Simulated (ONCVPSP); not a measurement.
# An ONCV potential for chromium, from input to tests

Task: generate the file, and judge it by its errors in other configurations, its logarithmic derivatives, its ghosts and its cutoff.

Program: ONCVPSP 4.0.1. Reference atom: PW91, scalar-relativistic, spherical and spin-unpolarised. All values are calculated.

## (1) Settings

The settings as typed:

```
element                 : chromium (Cr, Z = 24)
type                    : optimised norm-conserving Vanderbilt (ONCV)
frozen core             : [Ne]
valence charge          : 14
reference configuration : 3s2 3p6 3d5 4s1
partial waves           : 3s+4s: rc 1.25 bohr, ncon 3, nbas 6, qcut 8.3 1/bohr, 2 projectors; 3p: rc 1.35 bohr, ncon 4, nbas 8, qcut 10.1 1/bohr, 2 projectors, debl 2.5 Ha; 3d: rc 1.15 bohr, ncon 4, nbas 8, qcut 10.9 1/bohr, 1 projector; f scattering state at 0.34 Ha: rc 1.35 bohr, ncon 4, nbas 8, qcut 8.3 1/bohr, 1 projector
local potential         : polynomial inside 0.75 bohr (lpopt 5, dvloc0 0 Ha)
core correction         : Teter function, fcfact 5.25, rcfact 1.5
```

The outer shells as boxes (Hund's rule for the drawing; the calculation is spin-unpolarised):

```
[Ne] core
3s [↑↓]
3p [↑↓][↑↓][↑↓]
3d [↑ ][↑ ][↑ ][↑ ][↑ ]
4s [↑ ]
```

## (2) Generation

The input, Cr.dat:

```
# ATOM AND REFERENCE CONFIGURATION
# atsym  z   nc   nv     iexc    psfile
  Cr 24.00    3    4  -109134      upf
#
#   n    l    f
    1    0    2.00
    2    0    2.00
    2    1    6.00
    3    0    2.00
    3    1    6.00
    3    2    5.00
    4    0    1.00
#
# PSEUDOPOTENTIAL AND OPTIMIZATION
# lmax
    3
#
#   l,   rc,      ep,       ncon, nbas, qcut
    0    1.25    0.00    3    6    8.30
    1    1.35    0.00    4    8   10.10
    2    1.15    0.00    4    8   10.90
    3    1.35    0.34    4    8    8.30
#
# LOCAL POTENTIAL
# lloc, lpopt,  rc(5),   dvloc0
    4    5    0.75    0.00
#
# VANDERBILT-KLEINMAN-BYLANDER PROJECTORs
# l, nproj, debl
    0    2    0.70
    1    2    2.50
    2    1    2.70
    3    1    3.00
#
# MODEL CORE CHARGE
# icmod, fcfact, rcfact
    3    5.25    1.50
#
# LOG DERIVATIVE ANALYSIS
# epsh1, epsh2, depsh
   -4.00    5.00    0.02
#
# OUTPUT GRID
# rlmax, drl
    6.00    0.01
#
# TEST CONFIGURATIONS
# ncnf
    4
# nvcnf
#   n    l    f
    4
    3    0    2.00
    3    1    6.00
    3    2    5.00
    4    0    0.00
#
    4
    3    0    2.00
    3    1    6.00
    3    2    4.00
    4    0    0.00
#
    4
    3    0    2.00
    3    1    6.00
    3    2    3.00
    4    0    0.00
#
    5
    3    0    2.00
    3    1    6.00
    3    2    5.00
    4    0    0.00
    4    1    1.00
#
```

On the command line:

```sh
oncvpsp.x < Cr.dat > Cr.out
```

Q: Predict the outcome of this session. Wanted: cutoffs for 1 and 0.1 mHa per electron, occupied waves; bound ghosts; GHOST(+) flags; largest test error; largest phase difference near zero energy, channels read; rms error of d²Exc/dn², without and with the model core.

The runs gave:

```
                                                quantity                                            value
  cutoffs for 1 and 0.1 mHa per electron, occupied waves                                 54 Ha and 100 Ha
                                            bound ghosts                                       none found
                                          GHOST(+) flags                                      s at 294 eV
                            largest test error (AE − PS)  -1.0 meV, for 3s2 3p6 3d4 4s0 (1 test unsolved)
largest phase difference near zero energy, channels read                                        0.001 rad
 rms error of d²Exc/dn², without and with the model core                                1.60 and 1.60 mHa
```

What this shows: By total energies transferability is very good where solved: the largest error is 1.0 meV on 23.1 eV, for 3s2 3p6 3d4 4s0. Of the tests 1 gave no usable energy difference, which is a warning in itself. The potential is hard: the looser tolerance needs 54 Ha. At the looser tolerance the 3d wave is the slowest; 3p needs 27 Ha. It is free of bound ghosts as far as tested. Near zero energy the phases of the channels with partial waves agree within 0.001 rad. The program also flags highly localised states, GHOST(+) (s).
